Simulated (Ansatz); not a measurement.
**GeNH₃ + CH₄: a complex and its separated parts**

Aim: how far the complex at one end of a reaction step lies below its separated, relaxed parts, level by level.

The runs use Ansatz 0.2.0, Gaussian basis; PBE0-D4/def2-TZVP structures, single points in def2-TZVPP, no counterpoise correction.

Levels: SPW92, PBE-D4, BLYP-D4, r2SCAN-D4, B97M-V, PBE0-D4, B3LYP-D4, r2SCAN0-D4, BHLYP-D4, CAM-B3LYP-D4, wB97X-V, wB97M-V, B2PLYP, PBE-QIDH, RPA on PBE, Hartree-Fock, MP2, CCSD, CCSD(T).

Correlated methods freeze the cores. Filled d shells of the heavier atoms are correlated. B3LYP uses VWN-RPA correlation. B2PLYP carries no dispersion term here.

56 further runs of the same task are left out: 56 set aside as unsound or not needed. Runs told in other sessions of the task aren't counted.

### 1 The starting structure

The complex: 10 atoms, charge 0, spin multiplicity 1.

Atoms are counted from 1 here; the program's logs count them from 0.

Bond lengths: Ge1–N3 1.703 Å, Ge1–H5 1.543 Å, Ge1–H6 1.529 Å, C2–H4 1.090 Å, C2–H7 1.091 Å, C2–H8 1.090 Å, C2–H9 1.090 Å, N3–H10 1.020 Å. Angles: N3–Ge1–H5 128.8°, N3–Ge1–H6 117.9°, H5–Ge1–H6 113.3°, H4–C2–H7 109.8°, H4–C2–H8 109.3°, H4–C2–H9 109.7°, H7–C2–H8 109.0°, H7–C2–H9 109.8°, H8–C2–H9 109.1°, Ge1–N3–H10 110.9°.

As a file:

```mol
CH7GeN
  3D, bonds by distance, orders not assigned

 10  8  0  0  0  0  0  0  0  0999 V2000
   -1.7110   -0.2489   -0.2384 Ge  0  0
    1.7382    0.5920   -0.0460 C   0  0
   -1.9590   -1.0843    1.2252 N   0  0
    1.3256    0.1109    0.8411 H   0  0
   -1.3306   -0.8144   -1.6223 H   0  0
   -1.8928    1.2690   -0.2347 H   0  0
    1.6191   -0.0617   -0.9109 H   0  0
    2.7993    0.7860    0.1094 H   0  0
    1.2255    1.5378   -0.2237 H   0  0
   -1.8142   -2.0863    1.1004 H   0  0
  1  3  8  0
  1  5  8  0
  1  6  8  0
  2  4  8  0
  2  7  8  0
  2  8  8  0
  2  9  8  0
  3 10  8  0
M  END
```

Its parts: GeNH₃ holds atoms 1, 3, 5, 6, 10; CH₄ holds atoms 2, 4, 7, 8, 9. Each part counts its atoms afresh in its own runs.

### 2 Relaxing GeNH₃ alone

relax-a/in.yaml reads:

```yaml
crystal:
  periodic: [false, false, false]
  atoms:
    - {symbol: Ge, position_ang: [-1.711001, -0.248939, -0.238443]}
    - {symbol: N, position_ang: [-1.958971, -1.084274, 1.225198]}
    - {symbol: H, position_ang: [-1.330645, -0.814382, -1.622260]}
    - {symbol: H, position_ang: [-1.892818, 1.269030, -0.234669]}
    - {symbol: H, position_ang: [-1.814231, -2.086290, 1.100441]}
basis:
  gaussian: {orbitals: def2-TZVP}
hamiltonian: {xc: pbe0, dispersion: d4}
relax: {f_tol: 0.005, max_steps: 200}
```

On the command line:

```console
> ansatz run in.yaml --threads 4 --pin off --events-out ev --progress --plain --max-ram 9574MiB
```

What it wrote, shortened:

```text
Functional definition: PBE0
  name "PBE0"
  cite "Adamo & Barone, J. Chem. Phys. 110, 6158 (1999) doi:10.1063/1.478522"
  cite "Perdew, Burke & Ernzerhof, Phys. Rev. Lett. 77, 3865 (1996) doi:10.1103/PhysRevLett.77.3865"
  parent pbe
[...]
688 factors; their error is unknown
[...]
mean field -58047.03846299 eV, -2133.1893178191 hartree, gradient 1.3e-5 eV, S^2 0.000000; 0 other end points of the search recorded, 0 dependent functions left out
[...]
reference -58047.03848492 eV, -2133.1893186251 hartree; 21, 21 occupied and 76, 76 virtual orbitals, 688 factors
[...]
reference -58047.03855424 eV, -2133.1893211723 hartree; 21, 21 occupied and 76, 76 virtual orbitals, 688 factors
Total energy: -58047.09044691 eV, -2133.1912281928 hartree
Atom 0 at    -1.714990    -0.249097    -0.240080 Å, force     0.000127     0.000965     0.001254 eV/Å
Atom 1 at    -1.958098    -1.083958     1.224528 Å, force     0.000499     0.000853    -0.001947 eV/Å
Atom 2 at    -1.329233    -0.815023    -1.622143 Å, force    -0.000073    -0.000762     0.000214 eV/Å
Atom 3 at    -1.891590     1.269429    -0.233189 Å, force    -0.000349     0.001715    -0.000604 eV/Å
Atom 4 at    -1.813756    -2.086207     1.101151 Å, force    -0.000204    -0.002772     0.001084 eV/Å
Dipole moment:     0.124123     0.042437    -0.556668 e Å
```

Wall time 2.9 s (4 threads of Arm Neoverse V1, shared host).

The steps of the relaxation:

```csv
step,energy from step 1 (eV),largest force component (eV/Å)
1,0.0000,0.0219
2,0.0000,0.0122
3,-0.0001,0.0055
4,-0.0001,0.0028
```

Close pairs (by a distance rule), those that changed most:

```csv
bond,before (Å),after (Å),change (Å)
Ge1–N2,1.703,1.703,-0.000
Ge1–H3,1.543,1.542,-0.000
Ge1–H4,1.529,1.529,-0.000
N2–H5,1.020,1.020,+0.000
```

### 3 Relaxing CH₄ alone

relax-b/in.yaml reads:

```yaml
crystal:
  periodic: [false, false, false]
  atoms:
    - {symbol: C, position_ang: [1.738216, 0.591958, -0.045969]}
    - {symbol: H, position_ang: [1.325601, 0.110889, 0.841072]}
    - {symbol: H, position_ang: [1.619136, -0.061673, -0.910870]}
    - {symbol: H, position_ang: [2.799258, 0.786019, 0.109447]}
    - {symbol: H, position_ang: [1.225455, 1.537762, -0.223748]}
basis:
  gaussian: {orbitals: def2-TZVP}
hamiltonian: {xc: pbe0, dispersion: d4}
relax: {f_tol: 0.005, max_steps: 200}
```

On the command line:

```console
> ansatz run in.yaml --threads 4 --pin off --events-out ev --progress --plain --max-ram 9574MiB
```

What it wrote, shortened:

```text
[... 5 set-up lines as earlier in the session ...]
[...]
356 factors; their error is unknown
[...]
mean field -1101.35599934 eV, -40.4740864500 hartree, gradient 5.9e-5 eV, S^2 0.000000; 0 other end points of the search recorded, 0 dependent functions left out
[...]
Atom 1 at     1.324973     0.111272     0.838169 Å, force    -0.000089    -0.000062     0.000063 eV/Å
Atom 2 at     1.615450    -0.060283    -0.908966 Å, force    -0.000101    -0.000058    -0.000049 eV/Å
Atom 3 at     2.802308     0.786183     0.111374 Å, force    -0.000066    -0.000024     0.000025 eV/Å
Atom 4 at     1.223412     1.534795    -0.224632 Å, force    -0.000103     0.000016    -0.000019 eV/Å
Dipole moment:     0.000002     0.000001    -0.000000 e Å
```

Wall time 0.75 s (4 threads of Arm Neoverse V1, shared host).

Along the way:

```csv
step,energy from step 1 (eV),largest force component (eV/Å)
1,0.0000,0.0557
2,-0.0004,0.0294
3,-0.0004,0.0004
```

Close pairs (by a distance rule), those that changed most:

```csv
bond,before (Å),after (Å),change (Å)
C1–H3,1.091,1.090,-0.001
C1–H5,1.090,1.090,-0.001
C1–H2,1.090,1.090,-0.001
C1–H4,1.090,1.090,-0.000
```

### 4 SPW92/def2-TZVPP

parta/in.yaml reads:

```yaml
crystal:
  periodic: [false, false, false]
  atoms:
    - {symbol: Ge, position_ang: [-1.714990, -0.249097, -0.240080]}
    - {symbol: N, position_ang: [-1.958098, -1.083958, 1.224528]}
    - {symbol: H, position_ang: [-1.329233, -0.815023, -1.622143]}
    - {symbol: H, position_ang: [-1.891590, 1.269429, -0.233189]}
    - {symbol: H, position_ang: [-1.813756, -2.086207, 1.101151]}
basis:
  gaussian: {orbitals: def2-TZVPP}
hamiltonian: {xc: lda}
```

partb/in.yaml reads:

```yaml
crystal:
  periodic: [false, false, false]
  atoms:
    - {symbol: C, position_ang: [1.741524, 0.592988, -0.046013]}
    - {symbol: H, position_ang: [1.324973, 0.111272, 0.838169]}
    - {symbol: H, position_ang: [1.615450, -0.060283, -0.908966]}
    - {symbol: H, position_ang: [2.802308, 0.786183, 0.111374]}
    - {symbol: H, position_ang: [1.223412, 1.534795, -0.224632]}
basis:
  gaussian: {orbitals: def2-TZVPP}
hamiltonian: {xc: lda}
```

One command serves all of them, each in its own folder.

On the command line:

```console
> ansatz run in.yaml --threads 4 --pin off --events-out ev --progress --plain --max-ram 9574MiB
```

Log of parta, shortened:

```text
Functional definition: SPW92
  name "SPW92"
  cite "Dirac, Proc. Camb. Phil. Soc. 26, 376 (1930) doi:10.1017/S0305004100016108"
  cite "Slater, Phys. Rev. 81, 385 (1951) doi:10.1103/PhysRev.81.385"
  cite "Perdew & Wang, Phys. Rev. B 45, 13244 (1992) doi:10.1103/PhysRevB.45.13244"
[...]
690 factors; their error is unknown
[...]
mean field -57957.39808700 eV, -2129.8950947620 hartree, gradient 5.4e-5 eV, S^2 0.000000; 0 other end points of the search recorded, 0 dependent functions left out
reference -57957.39811395 eV, -2129.8950957524 hartree; 21, 21 occupied and 100, 100 virtual orbitals, 690 factors
Total energy: -57957.39811395 eV, -2129.8950957524 hartree
```

partb printed, shortened:

```text
[... 5 set-up lines as earlier in the session ...]
[...]
416 factors; their error is unknown
[...]
mean field -1091.60443056 eV, -40.1157229070 hartree, gradient 3.3e-5 eV, S^2 0.000000; 0 other end points of the search recorded, 0 dependent functions left out
reference -1091.60445655 eV, -40.1157238623 hartree; 5, 5 occupied and 82, 82 virtual orbitals, 416 factors
Total energy: -1091.60445655 eV, -40.1157238623 hartree
```

Wall times: 0.35 s (parta), 0.15 s (partb) on 4 threads of Arm Neoverse V1, shared host.

### 5 PBE-D4/def2-TZVPP

The same edit goes into each in.yaml of step 4 (parta, partb):

```diff
-hamiltonian: {xc: lda}
+hamiltonian: {xc: pbe, dispersion: d4}
```

One command serves all of them, each in its own folder.

On the command line:

```console
> ansatz run in.yaml --threads 4 --pin off --events-out ev --progress --plain --max-ram 9574MiB
```

Log of parta, shortened:

```text
Functional definition: PBE
  name "PBE"
[... 2 set-up lines as earlier in the session ...]
[...]
690 factors; their error is unknown
[...]
mean field -58045.74042767 eV, -2133.1416159009 hartree, gradient 2.3e-5 eV, S^2 0.000000; 0 other end points of the search recorded, 0 dependent functions left out
reference -58045.74045640 eV, -2133.1416169565 hartree; 21, 21 occupied and 100, 100 virtual orbitals, 690 factors
Total energy: -58045.80317854 eV, -2133.1439219527 hartree
```

partb printed, shortened:

```text
[... 4 set-up lines as earlier in the session ...]
[...]
416 factors; their error is unknown
[...]
mean field -1101.08956808 eV, -40.4642952815 hartree, gradient 6.4e-6 eV, S^2 0.000000; 0 other end points of the search recorded, 0 dependent functions left out
reference -1101.08959628 eV, -40.4642963180 hartree; 5, 5 occupied and 82, 82 virtual orbitals, 416 factors
Total energy: -1101.11336693 eV, -40.4651698732 hartree
```

Times: 0.5 s (parta), 0.25 s (partb) on 4 threads of Arm Neoverse V1, shared host.

### 6 BLYP-D4/def2-TZVPP

Each input of step 5 (parta, partb) changes in the same lines:

```diff
-hamiltonian: {xc: pbe, dispersion: d4}
+hamiltonian: {xc: {name: BLYP}, dispersion: d4}
```

One command serves all of them, each in its own folder.

On the command line:

```console
> ansatz run in.yaml --threads 4 --pin off --events-out ev --progress --plain --max-ram 9574MiB
```

Output in parta, shortened:

```text
Functional definition: BLYP
  name "BLYP"
  cite "Becke, Phys. Rev. A 38, 3098 (1988) doi:10.1103/PhysRevA.38.3098"
  cite "Lee, Yang & Parr, Phys. Rev. B 37, 785 (1988) doi:10.1103/PhysRevB.37.785"
[...]
690 factors; their error is unknown
[...]
mean field -58057.31427903 eV, -2133.5669470932 hartree, gradient 4.1e-5 eV, S^2 0.000000; 0 other end points of the search recorded, 0 dependent functions left out
reference -58057.31454086 eV, -2133.5669567155 hartree; 21, 21 occupied and 100, 100 virtual orbitals, 690 factors
Total energy: -58057.45606949 eV, -2133.5721577967 hartree
```

partb printed, shortened:

```text
[... 4 set-up lines as earlier in the session ...]
[...]
416 factors; their error is unknown
[...]
mean field -1102.10482064 eV, -40.5016051252 hartree, gradient 2.0e-5 eV, S^2 0.000000; 0 other end points of the search recorded, 0 dependent functions left out
reference -1102.10507340 eV, -40.5016144138 hartree; 5, 5 occupied and 82, 82 virtual orbitals, 416 factors
Total energy: -1102.16218993 eV, -40.5037134076 hartree
```

Wall times: 0.5 s (parta), 0.25 s (partb) on 4 threads of Arm Neoverse V1, shared host.

### 7 r2SCAN-D4/def2-TZVPP

The same edit goes into each in.yaml of step 6 (parta, partb):

```diff
-hamiltonian: {xc: {name: BLYP}, dispersion: d4}
+hamiltonian: {xc: r2scan, dispersion: d4}
```

Each run has its own folder and the same command.

On the command line:

```console
> ansatz run in.yaml --threads 4 --pin off --events-out ev --progress --plain --max-ram 9574MiB
```

Log of parta, shortened:

```text
Functional definition: r2SCAN
  name "r2SCAN"
  cite "Furness, Kaplan, Ning, Perdew & Sun, J. Phys. Chem. Lett. 11, 8208 (2020) doi:10.1021/acs.jpclett.0c02405"
  cite "Furness, Kaplan, Ning, Perdew & Sun, J. Phys. Chem. Lett. 11, 9248 (2020) doi:10.1021/acs.jpclett.0c03077"
  parent r2scan
[...]
690 factors; their error is unknown
[...]
mean field -58054.96618457 eV, -2133.4806562133 hartree, gradient 1.7e-5 eV, S^2 0.000000; 0 other end points of the search recorded, 0 dependent functions left out
reference -58054.96619304 eV, -2133.4806565249 hartree; 21, 21 occupied and 100, 100 virtual orbitals, 690 factors
Total energy: -58054.97994124 eV, -2133.4811617617 hartree
```

partb printed, shortened:

```text
[... 5 set-up lines as earlier in the session ...]
[...]
416 factors; their error is unknown
[...]
mean field -1102.08488506 eV, -40.5008725059 hartree, gradient 2.7e-5 eV, S^2 0.000000; 0 other end points of the search recorded, 0 dependent functions left out
reference -1102.08489316 eV, -40.5008728038 hartree; 5, 5 occupied and 82, 82 virtual orbitals, 416 factors
Total energy: -1102.09054322 eV, -40.5010804397 hartree
```

Wall times: 1.1 s (parta), 0.6 s (partb) on 4 threads of Arm Neoverse V1, shared host.

### 8 B97M-V/def2-TZVPP

The same edit goes into each in.yaml of step 7 (parta, partb):

```diff
-hamiltonian: {xc: r2scan, dispersion: d4}
+hamiltonian: {xc: {name: B97M-V}}
```

The same command starts each run, in its folder.

On the command line:

```console
> ansatz run in.yaml --threads 4 --pin off --events-out ev --progress --plain --max-ram 9574MiB
```

Output in parta, shortened:

```text
Functional definition: B97M-V
  name "B97M-V"
  cite "Mardirossian & Head-Gordon, J. Chem. Phys. 142, 074111 (2015) doi:10.1063/1.4907719"
  cite "Becke, J. Chem. Phys. 107, 8554 (1997) doi:10.1063/1.475007"
  cite "Vydrov & Van Voorhis, J. Chem. Phys. 133, 244103 (2010) doi:10.1063/1.3521275"
  # Of w^i u^j: cxij and so on, Table III.
[...]
  gx(w, u) = cx00 + cx01*u + cx02*u^2 + (cx10 + cx11*u)*w
[...]
  gos(w, u) = cos00 + cos01*u + cos03*u^3 + cos10*w + cos32*w^3*u^2
[...]
      + integral(e_c_pw_mod_opposite_spin*gos(b97_w_opposite, b97_u_opposite)) + vv10(b, c)
690 factors; their error is unknown
[...]
mean field -58045.29602587 eV, -2133.1252844360 hartree, gradient 3.2e-5 eV, S^2 0.000000; 0 other end points of the search recorded, 0 dependent functions left out
reference -58045.29607008 eV, -2133.1252860607 hartree; 21, 21 occupied and 100, 100 virtual orbitals, 690 factors
Total energy: -58045.29607008 eV, -2133.1252860607 hartree
```

Output in partb, shortened:

```text
[... 5 set-up lines as earlier in the session ...]
  # Of w^i u^j: cxij and so on, Table III.
[...]
  gx(w, u) = cx00 + cx01*u + cx02*u^2 + (cx10 + cx11*u)*w
[...]
  gos(w, u) = cos00 + cos01*u + cos03*u^3 + cos10*w + cos32*w^3*u^2
[...]
      + integral(e_c_pw_mod_opposite_spin*gos(b97_w_opposite, b97_u_opposite)) + vv10(b, c)
416 factors; their error is unknown
[...]
mean field -1102.89600091 eV, -40.5306804637 hartree, gradient 2.7e-5 eV, S^2 0.000000; 0 other end points of the search recorded, 0 dependent functions left out
reference -1102.89604081 eV, -40.5306819301 hartree; 5, 5 occupied and 82, 82 virtual orbitals, 416 factors
Total energy: -1102.89604081 eV, -40.5306819301 hartree
```

They took 2 s (parta), 0.85 s (partb) on 4 threads of Arm Neoverse V1, shared host.

### 9 PBE0-D4/def2-TZVPP

The same edit goes into each in.yaml of step 8 (parta, partb):

```diff
-hamiltonian: {xc: {name: B97M-V}}
+hamiltonian: {xc: pbe0, dispersion: d4}
+output: {orbitals: {seedname: orbitals}}
```

One command serves all of them, each in its own folder.

On the command line:

```console
> ansatz run in.yaml --threads 4 --pin off --events-out ev --progress --plain --max-ram 9574MiB
```

Log of parta, shortened:

```text
[... 5 set-up lines as earlier in the session ...]
[...]
733 factors; their error is unknown
[...]
mean field -58047.07827788 eV, -2133.1907809892 hartree, gradient 7.3e-5 eV, S^2 0.000000; 0 other end points of the search recorded, 0 dependent functions left out
reference -58047.07829972 eV, -2133.1907817918 hartree; 21, 21 occupied and 100, 100 virtual orbitals, 733 factors
Total energy: -58047.13019239 eV, -2133.1926888122 hartree
```

Log of partb, shortened:

```text
[... 5 set-up lines as earlier in the session ...]
[...]
416 factors; their error is unknown
[...]
mean field -1101.39210666 eV, -40.4754133692 hartree, gradient 1.7e-5 eV, S^2 0.000000; 0 other end points of the search recorded, 0 dependent functions left out
reference -1101.39212738 eV, -40.4754141308 hartree; 5, 5 occupied and 82, 82 virtual orbitals, 416 factors
Total energy: -1101.41121756 eV, -40.4761156820 hartree
```

Wall times: 0.6 s (parta), 0.25 s (partb) on 4 threads of Arm Neoverse V1, shared host.

### 10 B3LYP-D4/def2-TZVPP

Each input of step 9 (parta, partb) changes in the same lines:

```diff
-hamiltonian: {xc: pbe0, dispersion: d4}
-output: {orbitals: {seedname: orbitals}}
+hamiltonian: {xc: {name: B3LYP}, dispersion: d4}
```

Each run has its own folder and the same command.

On the command line:

```console
> ansatz run in.yaml --threads 4 --pin off --events-out ev --progress --plain --max-ram 9574MiB
```

parta printed, shortened:

```text
Functional definition: B3LYP
  name "B3LYP"
  cite "Stephens, Devlin, Chabalowski & Frisch, J. Phys. Chem. 98, 11623 (1994) doi:10.1021/j100096a001"
[... 2 set-up lines as earlier in the session ...]
  cite "Vosko, Wilk & Nusair, Can. J. Phys. 58, 1200 (1980) doi:10.1139/p80-159"
[...]
721 factors; their error is unknown
[...]
mean field -58057.46221864 eV, -2133.5723837737 hartree, gradient 2.2e-5 eV, S^2 0.000000; 0 other end points of the search recorded, 0 dependent functions left out
reference -58057.46241470 eV, -2133.5723909790 hartree; 21, 21 occupied and 100, 100 virtual orbitals, 721 factors
Total energy: -58057.56510354 eV, -2133.5761647242 hartree
```

partb printed, shortened:

```text
[... 6 set-up lines as earlier in the session ...]
[...]
416 factors; their error is unknown
[...]
mean field -1103.12534650 eV, -40.5391087585 hartree, gradient 2.1e-5 eV, S^2 0.000000; 0 other end points of the search recorded, 0 dependent functions left out
reference -1103.12553222 eV, -40.5391155839 hartree; 5, 5 occupied and 82, 82 virtual orbitals, 416 factors
Total energy: -1103.16334386 eV, -40.5405051359 hartree
```

They took 0.6 s (parta), 0.25 s (partb) on 4 threads of Arm Neoverse V1, shared host.

### 11 r2SCAN0-D4/def2-TZVPP

Each input of step 10 (parta, partb) changes in the same lines:

```diff
-hamiltonian: {xc: {name: B3LYP}, dispersion: d4}
+hamiltonian: {xc: {name: r2SCAN0}, dispersion: d4}
```

The same command starts each run, in its folder.

On the command line:

```console
> ansatz run in.yaml --threads 4 --pin off --events-out ev --progress --plain --max-ram 9574MiB
```

Log of parta, shortened:

```text
Functional definition: r2SCAN0
  name "r2SCAN0"
  cite "Bursch, Neugebauer, Ehlert & Grimme, J. Chem. Phys. 156, 134105 (2022) doi:10.1063/5.0086040"
[... 3 set-up lines as earlier in the session ...]
[...]
733 factors; their error is unknown
[...]
mean field -58054.06170404 eV, -2133.4474171670 hartree, gradient 6.3e-5 eV, S^2 0.000000; 0 other end points of the search recorded, 0 dependent functions left out
reference -58054.06171079 eV, -2133.4474174153 hartree; 21, 21 occupied and 100, 100 virtual orbitals, 733 factors
Total energy: -58054.07808559 eV, -2133.4480191780 hartree
```

Output in partb, shortened:

```text
[... 6 set-up lines as earlier in the session ...]
[...]
416 factors; their error is unknown
[...]
mean field -1102.01585023 eV, -40.4983355227 hartree, gradient 4.6e-5 eV, S^2 0.000000; 0 other end points of the search recorded, 0 dependent functions left out
reference -1102.01585666 eV, -40.4983357591 hartree; 5, 5 occupied and 82, 82 virtual orbitals, 416 factors
Total energy: -1102.02213158 eV, -40.4985663580 hartree
```

They took 1.3 s (parta), 0.55 s (partb) on 4 threads of Arm Neoverse V1, shared host.

### 12 BHLYP-D4/def2-TZVPP

Each input of step 11 (parta, partb) changes in the same lines:

```diff
-hamiltonian: {xc: {name: r2SCAN0}, dispersion: d4}
+hamiltonian: {xc: {name: BHLYP}, dispersion: d4}
```

Each run has its own folder and the same command.

On the command line:

```console
> ansatz run in.yaml --threads 4 --pin off --events-out ev --progress --plain --max-ram 9574MiB
```

Log of parta, shortened:

```text
Functional definition: BHLYP
  name "BHLYP"
  cite "Becke, J. Chem. Phys. 98, 1372 (1993) doi:10.1063/1.464304"
[... 2 set-up lines as earlier in the session ...]
[...]
806 factors; their error is unknown
[...]
mean field -58054.41591116 eV, -2133.4604340387 hartree, gradient 4.1e-5 eV, S^2 0.000000; 0 other end points of the search recorded, 0 dependent functions left out
reference -58054.41604523 eV, -2133.4604389656 hartree; 21, 21 occupied and 100, 100 virtual orbitals, 806 factors
Total energy: -58054.49551744 eV, -2133.4633595154 hartree
```

Log of partb, shortened:

```text
[... 5 set-up lines as earlier in the session ...]
[...]
457 factors; their error is unknown
[...]
mean field -1102.12974981 eV, -40.5025212550 hartree, gradient 7.7e-5 eV, S^2 0.000000; 0 other end points of the search recorded, 0 dependent functions left out
reference -1102.12987457 eV, -40.5025258401 hartree; 5, 5 occupied and 82, 82 virtual orbitals, 457 factors
Total energy: -1102.15263530 eV, -40.5033622813 hartree
```

Wall times: 0.65 s (parta), 0.25 s (partb) on 4 threads of Arm Neoverse V1, shared host.

[end of part 1 of 2]
